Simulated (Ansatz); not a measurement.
**CH6FGeNO: a ladder of functionals and wavefunction methods**

The task here is to estimate one member of a computed series from the others.

Program: Ansatz 0.2.0, Gaussian basis. Level of theory: functionals in def2-TZVPP, the program's frozen cores in correlated methods. These are calculated values, not measurements.

The runs, in order: LDA (SPW92), PBE-D4, revPBE-D4, BLYP-D4, r2SCAN-D4, B97M-V, PBE0-D4, B3LYP-D4, r2SCANh-D4, r2SCAN0-D4, HSE06-D4, BHLYP-D4, CAM-B3LYP-D4, LC-ωPBE, ωB97X-V, ωB97M-V, B2PLYP, PBE-QIDH; CCSD(T)/def2-SVP; CCSD(T)/def2-TZVPP; MP2/def2-QZVPP; extrapolation to the limit; RPA on PBE.

### The relaxed structure

The geometry comes from an earlier relaxation with PBE0-D4 in a triple-zeta def2 set; it is a stationary point, not always the lowest conformer.

11 atoms, charge 0, spin multiplicity 1.

Atoms are counted from 1 here; the program's logs count them from 0.

Bond lengths: O1–Ge2 1.777 Å, O1–H6 0.962 Å, Ge2–N3 1.845 Å, Ge2–H7 1.538 Å, Ge2–H8 1.529 Å, N3–C4 1.400 Å, N3–H9 1.010 Å, C4–F5 1.416 Å, C4–H10 1.092 Å, C4–H11 1.093 Å. Angles: Ge2–O1–H6 110.9°, O1–Ge2–N3 111.6°, O1–Ge2–H7 111.1°, O1–Ge2–H8 104.9°, N3–Ge2–H7 104.9°, N3–Ge2–H8 109.4°, H7–Ge2–H8 115.2°, Ge2–N3–C4 118.5°, Ge2–N3–H9 115.4°, C4–N3–H9 113.0°, N3–C4–F5 112.7°, N3–C4–H10 111.7°, N3–C4–H11 110.8°, F5–C4–H10 105.7°, F5–C4–H11 105.3°, H10–C4–H11 110.4°.

The first run:

Contents of in.yaml:

```yaml
crystal:
  periodic: [false, false, false]
  atoms:
    - {symbol: O, position_ang: [-1.352097, 1.304474, -1.235172]}
    - {symbol: Ge, position_ang: [-1.312861, -0.175227, -0.252161]}
    - {symbol: N, position_ang: [0.393800, -0.866172, -0.133536]}
    - {symbol: C, position_ang: [1.316743, -0.225329, 0.702244]}
    - {symbol: F, position_ang: [1.597612, 1.100359, 0.292377]}
    - {symbol: H, position_ang: [-0.644563, 1.904041, -0.980717]}
    - {symbol: H, position_ang: [-1.723165, 0.114762, 1.201247]}
    - {symbol: H, position_ang: [-2.210205, -1.164022, -0.996502]}
    - {symbol: H, position_ang: [0.797938, -1.173019, -1.007180]}
    - {symbol: H, position_ang: [2.278984, -0.741808, 0.712170]}
    - {symbol: H, position_ang: [0.923213, -0.134959, 1.717830]}
basis:
  gaussian: {orbitals: def2-TZVPP}
hamiltonian: {xc: lda}
output: {orbitals: {seedname: orbitals}}
```

Steps of the session up to this table: LDA; PBE-D4 (GGA); revPBE-D4 (GGA); BLYP-D4 (GGA); r2SCAN-D4 (meta-GGA); B97M-V (meta-GGA); PBE0-D4 (hybrid); B3LYP-D4 (hybrid); r2SCANh-D4 (hybrid); r2SCAN0-D4 (hybrid); HSE06-D4 (hybrid); BHLYP-D4 (hybrid); CAM-B3LYP-D4 (range-separated); LC-ωPBE (range-separated); ωB97X-V (range-separated); ωB97M-V (range-separated); B2PLYP (double hybrid); PBE-QIDH (double hybrid).

One of the session's tables, all rows but one given; the rest of the session is left out.

It belongs to the step «Orbital energies across the functionals». 

```
  functional  HOMO (eV)  LUMO (eV)  gap (eV)
 LDA (SPW92)      -6.63      -0.43      6.21
      PBE-D4      -6.44      -0.17      6.27
   revPBE-D4      -6.36      -0.04      6.32
     BLYP-D4      -6.32      -0.14      6.19
   r2SCAN-D4      -6.75       0.27      7.03
      B97M-V          ?          ?         ?
     PBE0-D4      -7.91       0.76      8.67
    B3LYP-D4      -7.67       0.44      8.11
  r2SCANh-D4      -7.31       0.58      7.89
  r2SCAN0-D4      -8.14       1.03      9.17
    HSE06-D4      -7.51       0.38      7.89
    BHLYP-D4      -9.32       1.50     10.83
CAM-B3LYP-D4      -9.35       1.64     11.00
     LC-ωPBE     -10.73       2.95     13.67
     ωB97X-V     -10.36       2.75     13.11
     ωB97M-V     -10.28       2.36     12.64
```

Estimate the missing values for B97M-V.

**Answer.** HOMO (eV): -6.88; LUMO (eV): 0.05; gap (eV): 6.93. In the column «HOMO (eV)» it lies between r2SCANh-D4 (-7.31) and r2SCAN-D4 (-6.75).
